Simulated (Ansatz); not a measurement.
Below is the output of a Python script on Ansatz 0.2.0 through its Python package that makes a convergence test of the plane-wave cutoff of Y2H2C, space group P-3m1. Write a script that gives it. Settings (first run): LDA, PAW, cutoff 250 eV, 7×7×4 k-points, Fermi-Dirac smearing of 0.05 eV. The script varies cutoff (eV): 250, 300, 350, 400, 450.

The script reads `POSCAR`:
```text
Y2H2C
1.0
   3.65560000    0.00000000    0.00000000
  -1.82780000    3.16584247    0.00000000
   0.00000000    0.00000000    5.99730000
Y H C
2 2 1
Direct
   0.33333333    0.66666667    0.22650000
   0.66666667    0.33333333    0.77350000
   0.33333333    0.66666667    0.60700000
   0.66666667    0.33333333    0.39300000
   0.00000000    0.00000000    0.00000000
```

Output of `python ecut_y2h2c.py`:
```text
DeckWarning: basis.ecutwfc = 250 eV is below the records' recommended 420 eV, and the density's cutoff is lower with it unless basis.ecutrho_ratio is high enough to keep the records' density cutoff: compare with a run at a higher cutoff
DeckWarning: basis.ecutwfc = 300 eV is below the records' recommended 420 eV, and the density's cutoff is lower with it unless basis.ecutrho_ratio is high enough to keep the records' density cutoff: compare with a run at a higher cutoff
DeckWarning: basis.ecutwfc = 350 eV is below the records' recommended 420 eV, and the density's cutoff is lower with it unless basis.ecutrho_ratio is high enough to keep the records' density cutoff: compare with a run at a higher cutoff
DeckWarning: basis.ecutwfc = 400 eV is below the records' recommended 420 eV, and the density's cutoff is lower with it unless basis.ecutrho_ratio is high enough to keep the records' density cutoff: compare with a run at a higher cutoff
 cutoff (eV)  F/atom (eV)  iterations  P (GPa)  max component (eV/A)  plane waves
         250  -1553.50668           7 -4.17235               0.24948          627
         300  -1553.62134           8 -5.03335               0.32435          809
         350  -1553.64950           8 -5.05888               0.32053         1039
         400  -1553.65739           7 -5.05663               0.31988         1249
         450  -1553.65935           8 -5.05897               0.31934         1521
250: +152.67 meV/atom
300: +38.01 meV/atom
350: +9.85 meV/atom
400: +1.96 meV/atom  (within 2 meV)
```
(Warnings from the package without file and line.)

The script that was run (others could print the same):

`ecut_y2h2c.py`:
```python
"""Convergence of Y2H2C with the plane-wave cutoff."""

import ansatz as az
from ase.io import read
import pandas as pd

atoms = read("POSCAR", format="vasp")
xtal = az.Crystal.from_ase(atoms)

setup = xtal.calculation()
setup = setup.kpoints(spacing=0.29).occupations("fermi_dirac", width=0.05)
setup = setup.functional("lda").forces()
setup = setup.stress()

rows = []
for value in [250, 300, 350, 400, 450]:
    data = setup.basis(value).run(threads=1).report
    rows.append((value, data["free_energy_ev"] / len(data["lattice"]["sites"]), data["n_iterations"], sum(data["stress_gpa"][i][i] for i in range(3)) / 3, max(abs(f) for row in data["forces_ev_ang"] for f in row), data["n_pw"]))

table = pd.DataFrame(rows, columns=["cutoff (eV)", "F/atom (eV)", "iterations", "P (GPa)", "max component (eV/A)", "plane waves"])
print(table.round(5).to_string(index=False))

# differences from the last row
for row in rows[:-1]:
    shift = 1000 * (row[1] - rows[-1][1])
    print(f"{row[0]}: {shift:+.2f} meV/atom" + ("  (within 2 meV)" if abs(shift) < 2 else ""))
```

From 400 eV on it stays within 2 meV an atom of the value at 450 eV; the first row (250 eV) is off by 152.7 meV and the last but one by 1.96 meV. The energy falls steadily, as expected when plane waves are added. The pressure moves from -4.17 to -5.06 GPa (the program's stress holds a Pulay correction, so it settles early).

Reading the output:
- Spin is left out of this run.
- The mesh is modest for a metal, so energies can be off by several to tens of meV an atom and pressures by half a GPa or more; differences at equal mesh fare better.
- Pressure is positive in compression.
- The structure is a deposited one; some such entries were measured under pressure or heat, so a shift against it needn't be the functional's error alone.
- Shifts are counted from the last row, which is itself no proven limit.
- Run time: 8.1 s on 1 thread of Arm Neoverse V2, on a shared host, peak memory 0.49 GiB.
